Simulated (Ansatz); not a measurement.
# NiMoIrPdW (P3m1) in Ansatz: notebook, part 3 of 3

Ansatz 0.2.0.

## 6. Electric field gradients, PBE, collinear spin, ferromagnetic start

input.yaml

```yaml
crystal:
  lattice:
    - [4.11705, 0.0, 0.0]
    - [-2.05853, 3.56547, 0.0]
    - [0.0, 0.0, 5.4458]
  atoms:
    - { symbol: Ni, position: [0.0, 0.0, 0.95775], spin: 1.0 }
    - { symbol: Mo, position: [0.66667, 0.33333, 0.96161], spin: 1.0 }
    - { symbol: Pd, position: [0.66667, 0.33333, 0.46295] }
    - { symbol: Ir, position: [0.33333, 0.66667, 0.72572], spin: 0.6 }
    - { symbol: W, position: [0.33333, 0.66667, 0.23642] }
hamiltonian:
  xc: pbe
  pseudopotentials: { kind: paw }
magnetization:
  spin_polarized: true
kpoints:
  mp_grid: { grid: [8, 8, 5] }
scf:
  occupations: { method: fermi_dirac, width: 0.05 }
output:
  forces: true
  stress: true
  eigenvalues: true
  efg: {}
  write_density: true
  write_potential: true
  elf: true
  volumetric_format: npy
```

Potentials or basis: Ansatz PAW.

The run is started by

```console
$ ansatz run input.yaml --threads 8 --pin off --max-ram 20480MiB --backend cpu --events-out ev --progress --plain --runs-dir out
```

The program printed:

```text
Warning: the atoms were moved onto the symmetric positions of the space group found under crystal.symmetry.tolerance 1.0e-5 (fractional; no operation is sought that the atoms, as they stand in a round, miss by more than twice it, and no atom is moved by as much as it), and the run uses the moved positions. Before a round's move an operation carried an atom to 4.12e-5 Å from where it should land, the largest such distance. Atom 1 (counting from 0) moved farthest, by 2.38e-5 Å; the longest move in fractions of the cell, of whichever atom, is 0.47 of the tolerance, in 1 round. To run the atoms as typed, lower crystal.symmetry.tolerance until the operations that they miss are no longer found, or set crystal.symmetry.detect: false (a key that needs symmetry detection or time reversal refuses this as the deck is read). The positions used, in the order of the run's atom list: position: [0.0, 0.0, 0.95775]; position: [0.6666666666666666, 0.3333333333333333, 0.96161]; position: [0.6666666666666666, 0.3333333333333333, 0.46295]; position: [0.3333333333333333, 0.6666666666666666, 0.72572]; position: [0.3333333333333333, 0.6666666666666666, 0.23642]; The lattice was moved too: crystal.lattice keeps the space group found at crystal.symmetry.tolerance 1.0e-5 only nearly: the operation that it misses by the most changes a squared length by the fraction 2.80e-6. The run uses the lattice that is a stretch of the typed one, with no rotation, onto the one that keeps every operation to a double's rounding (on a very oblique basis the stretch itself rounds by more); the deck's lattice vector that moved farthest moved by 2.89e-6 Å. To run the lattice as typed, set crystal.symmetry.tolerance under 1.34e-6, the least fraction by which an operation that the lattice misses changes a squared length (the same key also sets how far an atom may lie from its image, so lowering it can lose operations that the atoms keep only within it), or set crystal.symmetry.detect: false, as for the atoms. crystal.lattice made exact, in Å and degrees: [[4.117050064288548, 2.8867513460320246e-6, 0.0], [-2.0585275321442738, 3.565468500950565, 0.0], [0.0, 0.0, 5.4458]]. Pasted over the deck's crystal.lattice, beside positions in fractional coordinates, it runs the same cell (given as lengths and angles, that cell in the form's own orientation, a rigid turn of the misfit's size from the one run here, for which a checkpoint.post_process_only pass over this run's state can be refused: where this run relaxes nothing, give such a pass this deck's own crystal.lattice, as typed; behind a relaxation, as crystal.lattice, the state's own cell, identity.cell in its checkpoint.json), and a matrix so pasted ends this notice, except on a very skew basis of the lattice, where the rounding of the pasted numbers themselves can read as a misfit: the cell is then moved again, and that move is told again. The lattice as run is in this notice's lattice.as_run_ang field (Run.prep()["deck_notices"] in Python, the deck_notice line of an events file, deck_notices of ansatz run --dry-run=json, or deck_notices in record.json in the deck's checkpoint.write directory).
[... 110 lines left out ...]
  k-point 39 ↓: bands = ["-84.7173", "-73.2421", "-66.2056", "-55.2883", "-45.2372", "-45.2309", "-44.8923", "-42.0986", "-31.9269", "-31.9226", "-31.9209", "-30.2176", "-30.0820", "-30.0804", "-19.5719", "-19.4899", "-19.4852", "-16.2654", "-16.2565", "-16.1610", "13.4486", "13.9210", "14.0790", "14.5198", "14.7326", "14.8658", "14.9834", "15.1259", "15.2481", "15.3860", "15.6642", "16.1156", "16.4135", "16.5477", "16.7580", "16.9363", "17.0291", "17.3226", "17.7509", "18.1217", "18.3497", "18.7578", "19.4874", "19.9229", "20.6608", "21.0185", "21.4348", "21.6521", "22.5204", "23.0516", "24.7970"]
```

rho_z.tsv:

```text
# z_ang	rho[e/angstrom^3]	rho_spin[e/angstrom^3]
# format = ansatz-planar-average/11
# lattice	4.117050064	0.000002887	0.000000000
# lattice	-2.058527532	3.565468501	0.000000000
# lattice	0.000000000	0.000000000	5.445800000
# sites	5
# site	28	0.000000000	0.000000000	5.215714950
# site	42	2.058524199	1.188491425	5.236735738
# site	46	2.058524199	1.188491425	2.521133110
# site	77	-0.000001667	2.376979963	3.952125976
# site	74	-0.000001667	2.376979963	1.287496036
0.000000	1.905045e0	1.695438e-9
0.136145	1.350170e0	-4.158210e-9
0.272290	9.232398e-1	1.083423e-8
0.408435	6.602811e-1	4.692516e-8
0.544580	5.461354e-1	9.961573e-8
0.680725	5.535417e-1	1.572092e-7
[... 32 lines left out ...]
5.173510	2.484807e0	1.600285e-8
5.309655	2.387884e0	1.584474e-8
```

It took 3.9 s on 8 threads of AMD EPYC 9R45 (Zen 5), shared host; peak memory 0.9 GiB.

What came out:

* Free energy: -40087.5220 eV
* Pressure: 0.0 GPa
* Largest force: 0.043 eV/Å
* Band gap on the k mesh: none (metal or under the smearing width)
* Net moment: 0.00 μB per cell
* Absolute moment: 0.00 μB per cell

Forces in eV/Å, atoms in the order of the input:
```
Ni   0.000  0.000 -0.012
Mo   0.000  0.000  0.043
Pd   0.000  0.000  0.007
Ir   0.000  0.000 -0.005
W    0.000  0.000 -0.033
```

Levels at points of the mesh, in eV from the Fermi level:
Spin up:
| k point | band 38 | band 39 | band 40 | band 41 | band 42 | band 43 |
| --- | --- | --- | --- | --- | --- | --- |
| (0.00, 0.00, 0.00) | -0.98 | -0.77 | -0.77 | 0.82 | 0.82 | 1.81 |
| (0.00, -0.50, 0.00) | -1.05 | -0.52 | -0.27 | 0.96 | 1.18 | 1.28 |
Spin down:
| k point | band 38 | band 39 | band 40 | band 41 | band 42 | band 43 |
| --- | --- | --- | --- | --- | --- | --- |
| (0.00, 0.00, 0.00) | -0.98 | -0.77 | -0.77 | 0.82 | 0.82 | 1.81 |
| (0.00, -0.50, 0.00) | -1.05 | -0.52 | -0.27 | 0.96 | 1.18 | 1.28 |

Caveat: the starting moments weren't kept.

## 7. The runs side by side

```csv
task,level,cutoff (eV),points for each segment of the path,gap on the mesh (eV),pressure (GPa),moment (μB),largest force (eV/Å)
band structure,PBE,420,14,none,0.0,0.00,0.04
band structure,r2SCAN,500,14,none,-4.9,0.00,0.07
projected density of states,PBE,420,-,none,0.0,0.00,0.04
electric field gradients,PBE,420,-,none,0.0,0.00,0.04
```

Alike in all rows: potentials or basis Ansatz PAW; spin collinear, ferromagnetic start; cell as given; k mesh 8 × 8 × 5; smearing fermi-dirac 0.05 eV.

Every run on the cell as given and a fine mesh finds a metal. The pressure there spans -4.9 GPa (r2SCAN) to 0.0 GPa (PBE); a positive pressure means that this level wants a larger cell, a negative one a smaller.

Caveats: the starting moments weren't kept; spin-orbit coupling is left out, which moves the levels of the heavy elements (some runs); the magnetic or orbital state may not be the lowest (some runs); the PAW data sets come from PBE, with cores solved anew for the run's functional, which leaves a small shift of forces and pressure (some runs).

Total energies depend on the potentials used, so only differences within one code and one set of settings carry meaning.
